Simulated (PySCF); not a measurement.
# BH7N2Si: the cost of one run

The runs use PySCF 2.14.0, with density-fitted response routines of our own; the level of theory stands in each step. All values are computed, except where a source is named. Atoms count from 0, in the outputs and in this text.

### 1 The molecule as given

11 atoms, charge 0, multiplicity 1; geometry from: GFN2-xTB. The atoms were then displaced at random by about 0.01 Å, so the start is not that level's minimum.

Bonds of the start (Å): N0–B1 1.43, B1–N2 1.43, N2–Si3 1.68, N0–H4 0.99, N0–H5 0.98, B1–H6 1.17, N2–H7 1.01, Si3–H8 1.46, Si3–H9 1.50, Si3–H10 1.46.

### 2 Optimising the geometry at PBE0-D3(BJ)/def2-SVP

Job settings and geometry (Å):

```
{"job": {"xc": "PBE0", "basis": "def2-SVP", "d3": "d3bj", "grid": 1, "shake": 0.01, "kind": "geom"}, "charge": 0, "multiplicity": 1}
N      2.183710    -0.404590    -0.062920
B      0.954320     0.303570     0.103830
N     -0.294970    -0.322680    -0.209330
Si    -1.859050     0.282390    -0.146960
H      3.058430     0.008890     0.135090
H      2.218000    -1.318280    -0.411530
H      0.980390     1.403720     0.511620
H     -0.177460    -1.261270    -0.550690
H     -2.385340     0.545970    -1.486730
H     -2.721940    -0.767000     0.485870
H     -1.917990     1.503430     0.655990
```

Launch:

```sh
> OMP_NUM_THREADS=1 python probes_run.py task.json out
```

The driver reads the jobs from task.json and runs them one after another.

Q: Estimate the wall time and peak memory of this first job on 1 thread of Arm Neoverse V1, shared host.

About 25 s, with a peak of 0.39 GiB.
